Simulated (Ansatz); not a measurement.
# ClFGeH2S: up Jacob's ladder to CCSD(T)

An exercise on one series of results from a longer session: the logs are not shown, and one member is left open.

Method: functionals in def2-TZVPP, the program's frozen cores in correlated methods; program: Ansatz 0.2.0, Gaussian basis.

The runs, in order: LDA (SPW92), PBE-D4, revPBE-D4, BLYP-D4, r2SCAN-D4, B97M-V, PBE0-D4, B3LYP-D4, r2SCANh-D4, r2SCAN0-D4, HSE06-D4, BHLYP-D4, CAM-B3LYP-D4, LC-ωPBE, ωB97X-V, ωB97M-V, B2PLYP, PBE-QIDH; CCSD(T)/def2-SVP; CCSD(T)/def2-TZVPP; MP2/def2-QZVPP; extrapolation to the limit; RPA on PBE.

## Structure used throughout

All runs share one geometry, relaxed beforehand with PBE0-D4 in a triple-zeta def2 set.

SMILES `[F][GeH]([SH])[Cl]`, 6 atoms, charge 0, spin multiplicity 1.

Atoms are counted from 1 here; the program's logs count them from 0.

Bond lengths: F1–Ge2 1.729 Å, Ge2–S3 2.189 Å, Ge2–Cl4 2.132 Å, Ge2–H5 1.526 Å, S3–H6 1.344 Å. Angles: F1–Ge2–S3 109.6°, F1–Ge2–Cl4 104.1°, F1–Ge2–H5 108.1°, S3–Ge2–Cl4 111.4°, S3–Ge2–H5 112.0°, Cl4–Ge2–H5 111.3°, Ge2–S3–H6 92.8°.

Set-up of the first run:

in.yaml reads:

```yaml
crystal:
  periodic: [false, false, false]
  atoms:
    - {symbol: F, position_ang: [-1.778503, -0.396751, 0.303760]}
    - {symbol: Ge, position_ang: [-0.267779, -0.038840, -0.456864]}
    - {symbol: S, position_ang: [0.879183, 1.339182, 0.798768]}
    - {symbol: Cl, position_ang: [0.697813, -1.933549, -0.613241]}
    - {symbol: H, position_ang: [-0.558211, 0.551556, -1.834183]}
    - {symbol: H, position_ang: [1.069499, 0.414301, 1.755559]}
basis:
  gaussian: {orbitals: def2-TZVPP}
hamiltonian: {xc: lda}
output: {orbitals: {seedname: orbitals}}
```

Steps of the session up to this table: LDA; PBE-D4 (GGA); revPBE-D4 (GGA); BLYP-D4 (GGA); r2SCAN-D4 (meta-GGA); B97M-V (meta-GGA); PBE0-D4 (hybrid); B3LYP-D4 (hybrid); r2SCANh-D4 (hybrid); r2SCAN0-D4 (hybrid); HSE06-D4 (hybrid); BHLYP-D4 (hybrid); CAM-B3LYP-D4 (range-separated); LC-ωPBE-D4 (range-separated; the results give it without D4); ωB97X-V (range-separated); ωB97M-V (range-separated); B2PLYP (double hybrid); PBE-QIDH (double hybrid).

One table of the session follows, with a row left open; its other results are not shown here.

It belongs to the step «Frontier levels by functional». 

```
  functional  HOMO (eV)  gap (eV)
 LDA (SPW92)      -7.09      4.84
      PBE-D4      -6.96      4.97
   revPBE-D4          ?         ?
     BLYP-D4      -6.78      4.85
   r2SCAN-D4      -7.28      5.55
      B97M-V      -7.36      5.67
     PBE0-D4      -8.25      7.25
    B3LYP-D4      -7.98      6.67
  r2SCANh-D4      -7.75      6.38
  r2SCAN0-D4      -8.46      7.61
    HSE06-D4      -7.85      6.47
    BHLYP-D4      -9.38      9.41
CAM-B3LYP-D4      -9.59      9.63
     LC-ωPBE     -11.03     12.33
     ωB97X-V     -10.65     11.85
     ωB97M-V     -10.46     11.50
```

Estimate the missing values for revPBE-D4.

As computed: HOMO (eV): -6.91; gap (eV): 5.02. In the column «HOMO (eV)» it lies between PBE-D4 (-6.96) and BLYP-D4 (-6.78).
